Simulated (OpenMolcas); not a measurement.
# GeF3 (SMILES [F][Ge]([F])[F]): ROCCSD/Ahlrichs_VDZ (electric field -0.002 a.u., field axis z)

What is the energy difference between two shapes of GeF3 at ROCCSD/Ahlrichs_VDZ (electric field -0.002 a.u., field axis z)? 

Program for the calculation: OpenMolcas 26.06.

5 further runs of the same task are left out: 2 that didn't finish, 3 set aside as unsound or not needed.

### Step 1. Starting point

GeF3 has 4 atoms, charge 0, and is taken as a doublet. SMILES: `[F][Ge]([F])[F]`. The shape is that of a PBE0-D4/def2-TZVP optimisation.

Bond lengths: F1–Ge2 1.721 Å, Ge2–F3 1.721 Å, Ge2–F4 1.721 Å. Angles: F1–Ge2–F3 106.5°, F1–Ge2–F4 106.5°, F3–Ge2–F4 106.5°.

### Step 2. The energy at ROCCSD/Ahlrichs_VDZ (electric field -0.002 a.u., field axis z)

mol.input reads:

```
&gateway
coord
4
angstrom
F        0.773000      -0.481700       1.324200
Ge       0.320400      -0.234700      -0.317300
F       -1.293100      -0.812000      -0.471700
F        0.255200       1.468100      -0.555500
basis=Ahlrichs_VDZ
group=NoSym
&seward
&ffpt
dipole
Z 0.002
&scf
uhf
spin=2
prorbitals=1 1
&rasscf
fileorb=$Project.UnaOrb
spin=2
nactel=1 0 0
inactive=29
ras2=1
outorbitals=Canonical
orblisting=Nothing
&motra
jobiph
frozen=12
&ccsdt
ccsd
iterations=50
extrapolation=5 4
```

The run is started by

```console
$ export MOLCAS_MEM=1860
$ pymolcas mol.input > mol.log
```

Log:

```text
--- Start Module: gateway ---
[...]
--- Stop Module: gateway /rc=_RC_ALL_IS_WELL_ ---
[...]
      Basis functions           54
[...]
       Convergence after  12 Iterations
[...]
::    Total SCF energy                              -2373.1874322539
[...]
      Total spin, S                                     0.5026899346
[...]
      Number of active orbitals                  1
[...]
      Spin quantum number                      0.5
[...]
      Active orbitals                            1
[...]
      Number of CSFs                             1
[...]
      Number of root(s) required                 1
[...]
      Convergence after  7 iterations
[...]
      printout of CI-coefficients larger than  0.05 for root  1
      energy=   -2373.185585
      conf/sym  1     Coeff  Weight
             1  u   1.00000 1.00000
      Natural orbitals and occupation numbers for root  1
      sym 1:   1.000000
      ************************************************************************************************************************
      *                                                    Final results                                                     *
[...]
::    RASSCF root number  1 Total energy:  -2373.18558503
[...]
      Total electronic charge=   59.000000
      Total            charge=   -0.000000
[...]
      Dipole Moment (debye):
      Origin of the operator (angstrom)=    0.1425   -0.1072   -0.1361
                   X=  2.1542E+00               Y= -1.5435E+00               Z= -2.2910E+00           Total=  3.5031E+00
      Quadrupole Moment (debye*angstrom):
[...]
--- Start Module: motra ---
[...]
      *** WARNING: Default frozen orbitals is overwritten by user input.
      *** Default values:  17
[...]
--- Stop Module: motra /rc=_RC_ALL_IS_WELL_ ---
--- Start Module: ccsdt ---
[...]
      Convergence after                    14  Iterations
      Total energy (diff) :   -2373.71977162      -0.00000005
[...]
--- Stop Module: ccsdt /rc=_RC_ALL_IS_WELL_ ---
[...]
```

It took 8.1 s on 1 thread of Arm Neoverse V2, shared host; peak memory 0.39 GiB.

### Step 3. The distorted shape, same level

mol.input reads:

```
>>> EXPORT MOLCAS_PRINT=2

&gateway
 coord
 4
 angstrom
 F        0.849574      -0.378178       1.319637
 Ge       0.282602      -0.235895      -0.278439
 F       -1.343789      -0.805096      -0.536672
 F        0.168842       1.495078      -0.573267
 basis=Ahlrichs_VDZ
 group=NoSym

&seward

&ffpt
 dipole
 Z 0.002

&scf
 uhf
 spin=2
 prorbitals=1 1

&rasscf
 fileorb=$Project.UnaOrb
 spin=2
 nactel=1 0 0
 inactive=29
 ras2=1
 outorbitals=Canonical
 orblisting=Nothing

&motra
 jobiph
 frozen=12

&ccsdt
 ccsd
 iterations=50
 extrapolation=5 4
```

The run is started by

```console
$ export MOLCAS_MEM=1860
$ pymolcas mol.input > mol.log
```

Log:

```text
--- Start Module: gateway ---
[...]
--- Stop Module: gateway /rc=_RC_ALL_IS_WELL_ ---
[...]
      Basis functions           54
[...]
       Convergence after  12 Iterations
[...]
::    Total SCF energy                              -2373.1838348959
[...]
      Total spin, S                                     0.5030455128
[...]
      Number of active orbitals                  1
[...]
      Spin quantum number                      0.5
[...]
      Active orbitals                            1
[...]
      Number of CSFs                             1
[...]
      Number of root(s) required                 1
[...]
      Convergence after  7 iterations
[...]
      printout of CI-coefficients larger than  0.05 for root  1
      energy=   -2373.181853
      conf/sym  1     Coeff  Weight
             1  u   1.00000 1.00000
      Natural orbitals and occupation numbers for root  1
      sym 1:   1.000000
      ************************************************************************************************************************
      *                                                    Final results                                                     *
[...]
::    RASSCF root number  1 Total energy:  -2373.18185300
[...]
      Total electronic charge=   59.000000
      Total            charge=   -0.000000
[...]
      Dipole Moment (debye):
      Origin of the operator (angstrom)=    0.1124   -0.0879   -0.1268
                   X=  2.0215E+00               Y= -1.9504E+00               Z= -1.6705E+00           Total=  3.2682E+00
      Quadrupole Moment (debye*angstrom):
[...]
--- Start Module: motra ---
[...]
      *** WARNING: Default frozen orbitals is overwritten by user input.
      *** Default values:  17
[...]
--- Stop Module: motra /rc=_RC_ALL_IS_WELL_ ---
--- Start Module: ccsdt ---
[...]
      Convergence after                    14  Iterations
      Total energy (diff) :   -2373.71768201      -0.00000001
[...]
--- Stop Module: ccsdt /rc=_RC_ALL_IS_WELL_ ---
[...]
```

It took 7.2 s on 1 thread of Arm Neoverse V2, shared host; peak memory 0.38 GiB.

### Step 4. Outcome

Level: ROCCSD/Ahlrichs_VDZ (electric field -0.002 a.u., field axis z), 12 core orbitals frozen.

```
                              quantity           value
             first shape: total energy  -2373.71977 Eh
         distorted shape: total energy  -2373.71768 Eh
energy change with the atoms displaced        0.057 eV
```

With the atoms displaced the energy rises by 0.06 eV (1.3 kcal/mol). The first shape isn't relaxed at this level, so the change isn't measured from a minimum.
